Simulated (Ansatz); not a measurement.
# Molecular dynamics of Si

Input file:

```yaml
accuracy: low
crystal:
  lattice:
    - [0.0, 5.688954, 5.688954]
    - [5.688954, 0.0, 5.688954]
    - [5.688954, 5.688954, 0.0]
  atoms:
    - { symbol: Si, position: [0.0, 0.0, 0.0] }
    - { symbol: Si, position: [0.125, 0.125, 0.125] }
    - { symbol: Si, position: [0.0, 0.0, 0.5] }
    - { symbol: Si, position: [0.125, 0.125, 0.625] }
    - { symbol: Si, position: [0.0, 0.5, 0.0] }
    - { symbol: Si, position: [0.125, 0.625, 0.125] }
    - { symbol: Si, position: [0.0, 0.5, 0.5] }
    - { symbol: Si, position: [0.125, 0.625, 0.625] }
    - { symbol: Si, position: [0.5, 0.0, 0.0] }
    - { symbol: Si, position: [0.625, 0.125, 0.125] }
    - { symbol: Si, position: [0.5, 0.0, 0.5] }
    - { symbol: Si, position: [0.625, 0.125, 0.625] }
    - { symbol: Si, position: [0.5, 0.5, 0.0] }
    - { symbol: Si, position: [0.625, 0.625, 0.125] }
    - { symbol: Si, position: [0.5, 0.5, 0.5] }
    - { symbol: Si, position: [0.625, 0.625, 0.625] }
basis:
  ecutwfc: 420.0
kpoints:
  mp_grid: { grid: [2, 2, 2] }
hamiltonian:
  xc: pbe
scf:
  occupations: { method: fermi_dirac, width: 0.36 }
  lower_state_search: "off"
md:
  timestep: 1.5
  n_steps: 90
  ensemble: nvt_langevin
  temperature: 4200.0
  initial_velocities: maxwell_boltzmann
  seed: 948359
  friction: 0.02
```

Command:

```bash
$ ansatz run input.yaml --threads 1 --pin off --max-ram 3072MiB --backend cpu --events-out ev --progress --plain --runs-dir out
```

It starts from a structure without forces on its atoms.

Output, in part (one step line in 2):

```
md step     0: t =     0.00 fs  T =  3937.5 K  F+E_penalty+E_count = -10170.93034396 eV  E_kin = 8.143380 eV  (7 SCF iters)
md step     2: t =     3.00 fs  T =  3895.7 K  F+E_penalty+E_count = -10170.67772250 eV  E_kin = 8.056920 eV  (7 SCF iters)
md step     4: t =     6.00 fs  T =  3495.1 K  F+E_penalty+E_count = -10169.98924000 eV  E_kin = 7.228481 eV  (7 SCF iters)
md step     6: t =     9.00 fs  T =  3295.4 K  F+E_penalty+E_count = -10169.01239883 eV  E_kin = 6.815421 eV  (5 SCF iters)
md step     8: t =    12.00 fs  T =  3026.1 K  F+E_penalty+E_count = -10167.84034676 eV  E_kin = 6.258433 eV  (6 SCF iters)
md step    10: t =    15.00 fs  T =  2887.2 K  F+E_penalty+E_count = -10166.74282605 eV  E_kin = 5.971102 eV  (7 SCF iters)
md step    12: t =    18.00 fs  T =  3028.5 K  F+E_penalty+E_count = -10165.81516871 eV  E_kin = 6.263412 eV  (6 SCF iters)
md step    14: t =    21.00 fs  T =  3143.3 K  F+E_penalty+E_count = -10165.12983155 eV  E_kin = 6.500876 eV  (6 SCF iters)
md step    16: t =    24.00 fs  T =  2783.5 K  F+E_penalty+E_count = -10164.68471615 eV  E_kin = 5.756729 eV  (6 SCF iters)
md step    18: t =    27.00 fs  T =  2527.8 K  F+E_penalty+E_count = -10164.53658678 eV  E_kin = 5.227928 eV  (6 SCF iters)
md step    20: t =    30.00 fs  T =  2780.4 K  F+E_penalty+E_count = -10164.60353770 eV  E_kin = 5.750401 eV  (7 SCF iters)
md step    22: t =    33.00 fs  T =  2996.2 K  F+E_penalty+E_count = -10164.70415649 eV  E_kin = 6.196616 eV  (6 SCF iters)
md step    24: t =    36.00 fs  T =  3104.5 K  F+E_penalty+E_count = -10164.76404663 eV  E_kin = 6.420515 eV  (6 SCF iters)
md step    26: t =    39.00 fs  T =  3312.3 K  F+E_penalty+E_count = -10164.87352972 eV  E_kin = 6.850339 eV  (6 SCF iters)
md step    28: t =    42.00 fs  T =  3431.5 K  F+E_penalty+E_count = -10164.89291994 eV  E_kin = 7.096863 eV  (5 SCF iters)
md step    30: t =    45.00 fs  T =  3238.3 K  F+E_penalty+E_count = -10164.79844970 eV  E_kin = 6.697366 eV  (7 SCF iters)
md step    32: t =    48.00 fs  T =  3073.2 K  F+E_penalty+E_count = -10164.57072626 eV  E_kin = 6.355942 eV  (6 SCF iters)
md step    34: t =    51.00 fs  T =  3326.8 K  F+E_penalty+E_count = -10164.25026585 eV  E_kin = 6.880411 eV  (5 SCF iters)
md step    36: t =    54.00 fs  T =  3647.0 K  F+E_penalty+E_count = -10163.85686654 eV  E_kin = 7.542496 eV  (6 SCF iters)
md step    38: t =    57.00 fs  T =  3326.0 K  F+E_penalty+E_count = -10163.42070834 eV  E_kin = 6.878660 eV  (5 SCF iters)
md step    40: t =    60.00 fs  T =  3193.0 K  F+E_penalty+E_count = -10162.96737886 eV  E_kin = 6.603685 eV  (7 SCF iters)
md step    42: t =    63.00 fs  T =  3157.0 K  F+E_penalty+E_count = -10162.54795144 eV  E_kin = 6.529182 eV  (6 SCF iters)
md step    44: t =    66.00 fs  T =  3429.2 K  F+E_penalty+E_count = -10162.09960234 eV  E_kin = 7.092236 eV  (6 SCF iters)
md step    46: t =    69.00 fs  T =  3021.7 K  F+E_penalty+E_count = -10161.58576588 eV  E_kin = 6.249385 eV  (6 SCF iters)
md step    48: t =    72.00 fs  T =  3599.4 K  F+E_penalty+E_count = -10161.41132996 eV  E_kin = 7.444112 eV  (6 SCF iters)
md step    50: t =    75.00 fs  T =  3605.7 K  F+E_penalty+E_count = -10161.46433744 eV  E_kin = 7.457110 eV  (7 SCF iters)
md step    52: t =    78.00 fs  T =  3658.8 K  F+E_penalty+E_count = -10161.48985140 eV  E_kin = 7.566905 eV  (6 SCF iters)
md step    54: t =    81.00 fs  T =  4498.8 K  F+E_penalty+E_count = -10161.43184440 eV  E_kin = 9.304161 eV  (6 SCF iters)
md step    56: t =    84.00 fs  T =  3424.7 K  F+E_penalty+E_count = -10161.33917906 eV  E_kin = 7.082831 eV  (6 SCF iters)
md step    58: t =    87.00 fs  T =  3599.1 K  F+E_penalty+E_count = -10161.36939686 eV  E_kin = 7.443489 eV  (6 SCF iters)
md step    60: t =    90.00 fs  T =  3696.6 K  F+E_penalty+E_count = -10161.48106932 eV  E_kin = 7.645259 eV  (7 SCF iters)
md step    62: t =    93.00 fs  T =  4361.6 K  F+E_penalty+E_count = -10161.51057931 eV  E_kin = 9.020429 eV  (6 SCF iters)
md step    64: t =    96.00 fs  T =  3252.6 K  F+E_penalty+E_count = -10161.41359159 eV  E_kin = 6.726925 eV  (6 SCF iters)
md step    66: t =    99.00 fs  T =  3875.3 K  F+E_penalty+E_count = -10161.24660094 eV  E_kin = 8.014841 eV  (6 SCF iters)
md step    68: t =   102.00 fs  T =  3867.9 K  F+E_penalty+E_count = -10160.83894930 eV  E_kin = 7.999417 eV  (6 SCF iters)
md step    70: t =   105.00 fs  T =  3301.1 K  F+E_penalty+E_count = -10160.17187719 eV  E_kin = 6.827230 eV  (7 SCF iters)
md step    72: t =   108.00 fs  T =  2831.5 K  F+E_penalty+E_count = -10159.74149794 eV  E_kin = 5.855958 eV  (6 SCF iters)
md step    74: t =   111.00 fs  T =  3078.7 K  F+E_penalty+E_count = -10159.60873833 eV  E_kin = 6.367332 eV  (6 SCF iters)
md step    76: t =   114.00 fs  T =  3626.6 K  F+E_penalty+E_count = -10159.88532317 eV  E_kin = 7.500350 eV  (6 SCF iters)
md step    78: t =   117.00 fs  T =  3976.5 K  F+E_penalty+E_count = -10160.29049588 eV  E_kin = 8.224034 eV  (6 SCF iters)
md step    80: t =   120.00 fs  T =  3977.7 K  F+E_penalty+E_count = -10160.65392310 eV  E_kin = 8.226476 eV  (8 SCF iters)
md step    82: t =   123.00 fs  T =  4057.6 K  F+E_penalty+E_count = -10160.90927393 eV  E_kin = 8.391720 eV  (6 SCF iters)
md step    84: t =   126.00 fs  T =  4604.9 K  F+E_penalty+E_count = -10161.01374505 eV  E_kin = 9.523696 eV  (6 SCF iters)
md step    86: t =   129.00 fs  T =  4537.6 K  F+E_penalty+E_count = -10161.02334823 eV  E_kin = 9.384558 eV  (6 SCF iters)
md step    88: t =   132.00 fs  T =  4508.8 K  F+E_penalty+E_count = -10160.78881171 eV  E_kin = 9.324920 eV  (5 SCF iters)
md step    90: t =   135.00 fs  T =  4420.9 K  F+E_penalty+E_count = -10160.43333572 eV  E_kin = 9.143188 eV  (7 SCF iters)
```

All steps were run. The mean temperature of the second half is 10 % below the set value. A run of 0.14 ps of so small a system gives no equilibrium averages. Limits of this set-up: coarse k mesh, low accuracy level.

Mean squared displacements from the first frame to the last, about the centre of mass: Si 1.56 Å².

Last frame:

```xyz
16
Lattice="0.0000 5.6890 5.6890 5.6890 0.0000 5.6890 5.6890 5.6890 0.0000" Properties=species:S:1:pos:R:3
Si 0.278 -1.280 0.152
Si 1.247 1.380 0.360
Si 3.143 1.710 -0.692
Si 4.114 3.175 1.446
Si 1.349 0.659 3.440
Si 4.491 1.061 4.335
Si 5.780 2.239 2.701
Si 6.716 4.073 3.887
Si 0.057 2.484 2.090
Si 0.432 4.456 3.162
Si 2.787 4.371 2.665
Si 4.848 6.213 3.521
Si 3.588 4.984 4.987
Si 3.766 4.784 8.445
Si 5.013 6.425 6.628
Si 7.498 6.705 6.912
```

Run time: 11 min on 1 thread of Arm Neoverse V1, on a shared host, peak memory 0.7 GiB.
